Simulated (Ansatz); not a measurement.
# SiGe4Pt: what a guessed cell relaxes into

Where does this trial cell of SiGe4Pt go when cell and atoms are let free?

Program: Ansatz 0.2.0. Level of theory: DFT PBE, scalar-relativistic, plane waves, PAW. These are calculated values, not measurements.

## (1) The structure to begin with

It takes space group I4/mmm (No. 139, tetragonal). Conventional cell: a = 6.229 Å, b = 6.229 Å, c = 3.718 Å, α = 90.00°, β = 90.00°, γ = 90.00°. Si (site symmetry 4/mmm) has 2 Pt at 1.86 Å as nearest neighbours. Ge (site symmetry 2mm) is surrounded by 2 Ge at 0.92 to 0.94 Å. Pt (site symmetry 4/mmm) has 2 Si at 1.86 Å as nearest neighbours.

As a file:

```cif
data_structure
_symmetry_space_group_name_H-M 'P 1'
_symmetry_Int_Tables_number 1
_cell_length_a 4.7809
_cell_length_b 4.7809
_cell_length_c 4.7809
_cell_angle_alpha 98.695
_cell_angle_beta 98.695
_cell_angle_gamma 134.240
_cell_volume 72.13
loop_
_atom_site_label
_atom_site_type_symbol
_atom_site_fract_x
_atom_site_fract_y
_atom_site_fract_z
_atom_site_occupancy
Si1 Si 0.00000 0.00000 0.00000 1
Ge1 Ge 0.62379 0.12379 0.50000 1
Ge2 Ge 0.12379 0.62379 0.50000 1
Ge3 Ge 0.37621 0.87621 0.50000 1
Ge4 Ge 0.87621 0.37621 0.50000 1
Pt1 Pt 0.50000 0.50000 0.00000 1
```

A structure generator made this guess: random cell by space group and Wyckoff sites (I4/mmm, No. 139). Its size is a rough estimate.

## (2) The guess as it stands, on a coarse mesh

The input, input.yaml:

```yaml
crystal:
  lattice:
    - [-3.11465133, 3.11465133, 1.85884952]
    - [3.11465133, -3.11465133, 1.85884952]
    - [3.11465133, 3.11465133, -1.85884952]
  atoms:
    - { symbol: Si, position: [0.0, 0.0, 0.0] }
    - { symbol: Ge, position: [0.62378878, 0.12378878, 0.5] }
    - { symbol: Ge, position: [0.12378878, 0.62378878, 0.5] }
    - { symbol: Ge, position: [0.37621122, 0.87621122, 0.5] }
    - { symbol: Ge, position: [0.87621122, 0.37621122, 0.5] }
    - { symbol: Pt, position: [0.5, 0.5, 0.0] }
basis:
  ecutwfc: 420
kpoints:
  mp_grid: { grid: [6, 6, 6] }
hamiltonian:
  xc: pbe
scf:
  occupations: { method: gaussian, width: 0.1 }
  lower_state_search: "off"
output:
  forces: true
  stress: true
  eigenvalues: true
```

Command:

```bash
ansatz run input.yaml --threads 1 --pin off --max-ram 2560MiB --backend cpu --events-out ev --progress --plain --runs-dir out
```

Further runs follow: a loose first relaxation; relaxation on the finer mesh.

**Question.** What will these runs give? Wanted: conventional cell; volume; energy over the elements; gap on the mesh.

**Answer**, as computed:

```
                              quantity                                                                       value
symmetry at the end (tolerance 0.05 Å)                                                space group I4/mmm (No. 139)
                     conventional cell  a = 3.888 Å, b = 3.888 Å, c = 14.880 Å, α = 90.00°, β = 90.00°, γ = 90.00°
                                volume                                                               18.74 Å³/atom
              energy over the elements                                                               +0.19 eV/atom
                       gap on the mesh                                                                none (metal)
```

The space group I4/mmm (No. 139) is kept, and the volume per atom grows by 55.9 % from the first guess. With a positive formation energy it can't be a ground state. No finished test with a distortion of lower symmetry is shown, so the end may be a saddle point. The runs treat Pt without spin-orbit coupling. Where forces pass 15 eV/Å atoms stand far too close, the PAW spheres overlap strongly and those numbers are rough.
